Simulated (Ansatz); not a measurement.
# Ir3Rh: relaxation and properties

An exercise on one series of results from a longer session: the logs are not shown, and one member is left open.

Program: Ansatz 0.2.0. Level of theory: DFT r2SCAN, scalar-relativistic, plane waves, PAW. These are calculated values, not measurements.

### Starting point

Symmetry: I4/mmm, No. 139, tetragonal system. Conventional cell: a = 3.838 Å, b = 3.838 Å, c = 7.685 Å, α = 90.00°, β = 90.00°, γ = 90.00°. Ir (site symmetry -4m2) has 8 Ir at 2.71 to 2.72 Å and 4 Rh at 2.72 Å as nearest neighbours. Around Ir (site symmetry 4/mmm) lie 4 Rh at 2.71 Å and 8 Ir at 2.72 Å. Around Rh (site symmetry 4/mmm) lie 12 Ir at 2.71 to 2.72 Å.

As a file:

```cif
data_structure
_symmetry_space_group_name_H-M 'I4/mmm'
_symmetry_Int_Tables_number 139
_cell_length_a 3.8382
_cell_length_b 3.8382
_cell_length_c 7.6854
_cell_angle_alpha 90.000
_cell_angle_beta 90.000
_cell_angle_gamma 90.000
_cell_volume 113.22
loop_
_atom_site_label
_atom_site_type_symbol
_atom_site_symmetry_multiplicity
_atom_site_Wyckoff_symbol
_atom_site_fract_x
_atom_site_fract_y
_atom_site_fract_z
_atom_site_occupancy
Ir1 Ir 4 d 0.00000 0.50000 0.25000 1
Ir2 Ir 2 b 0.50000 0.50000 0.00000 1
Rh1 Rh 2 a 0.00000 0.00000 0.00000 1
```

Source of the structure: the Materials Project (structure only).

The first run:

(A quick probe on a coarse mesh, which set the mesh and smearing, is not shown.)

input.yaml reads:

```yaml
crystal:
  lattice:
    - [-1.9190887, 1.9190887, 3.84271007]
    - [1.9190887, -1.9190887, 3.84271007]
    - [1.9190887, 1.9190887, -3.84271007]
  atoms:
    - { symbol: Ir, position: [0.75, 0.25, 0.5] }
    - { symbol: Ir, position: [0.25, 0.75, 0.5] }
    - { symbol: Ir, position: [0.5, 0.5, 0.0] }
    - { symbol: Rh, position: [0.0, 0.0, 0.0] }
basis:
  ecutwfc: 500
kpoints:
  mp_grid: { grid: [16, 16, 16] }
hamiltonian:
  xc: r2scan
scf:
  occupations: { method: gaussian, width: 0.1 }
output:
  forces: true
  stress: true
  eigenvalues: true
relax:
  adjacent_minimum: "off"
  f_tol: 0.005
  max_steps: 80
  cell: { stress_tol: 0.05 }
```

Steps of the session up to this table: Full relaxation; Bands, states and charges; Volume × 0.97; The cell scaled to 1.03 of its volume; Volume × 0.94; Volume × 1.06.

One of the session's tables, all rows but one given; the rest of the session is left out.

It belongs to the step «Energy against volume». 

| volume (Å³/atom) | energy above the lowest point (meV/atom) | pressure (GPa) |
| --- | --- | --- |
| 13.221 | 63.3 | 25.67 |
| 13.643 | ? | ? |
| 14.065 | 0.0 | 0.00 |
| 14.487 | 13.3 | -9.73 |
| 14.909 | 50.0 | -17.81 |

**Question.** Estimate the row for volume (Å³/atom) = 13.643.

Worked estimate for «energy above the lowest point (meV/atom)». A straight line through the neighbours (13.221, 63.3) and (14.065, 0.0) gives 63.3 + (0.0 − 63.3) × (13.643 − 13.221) / (14.065 − 13.221) = 31.6; a parabola fitted to 3 rows on both sides gives 16.7.

The run gave: energy above the lowest point (meV/atom): 14.8; pressure (GPa): 11.68. In «energy above the lowest point (meV/atom)» the line misses by +16.8 and the parabola by +1.9.
